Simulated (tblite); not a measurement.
# AlFH2O2: the cost of one run

Computed with tblite 0.8.0 and PySCF 2.14.0; each step states its level. No surroundings beyond the atoms listed, unless a continuum is named. Atoms count from 0, parts from 1.

## 1. The system as given

6 atoms, charge 0, multiplicity 1; geometry: rigid parts in contact. Parts: 1 = atoms 0–4, `[OH][Al+][OH]`, charge 1; 2 = atom 5, `[F-]`, charge -1.

## 2. Bringing the parts together with GFN2-xTB

The job: settings as JSON, then the geometry in Å.

```
{"job": {"kind": "dock", "xc": "GFN2-xTB", "basis": "xTB"}, "charge": 0, "multiplicity": 1, "parts": [{"atoms": "0-4", "charge": 1, "multiplicity": 1}, {"atoms": "5-5", "charge": -1, "multiplicity": 1}]}
Al    -0.013324     0.086709     0.029561
O     -0.021086    -0.320897     1.584374
O     -0.025853     0.657311    -1.471969
H      0.030170    -0.979052     2.286395
H      0.030093     0.555930    -2.428360
F      1.928890     2.103625     0.545061
```

Method: GFN2-xTB search for minima from random contacts, gas phase.

Command:

```
$ OMP_NUM_THREADS=1 python cluster_run.py task.json out
```

This one command runs all jobs of the session in turn.

**Question.** How long does this first job take on 1 thread of Intel Xeon Platinum 8259CL at 2.50GHz, shared host?

About 5.7 s.
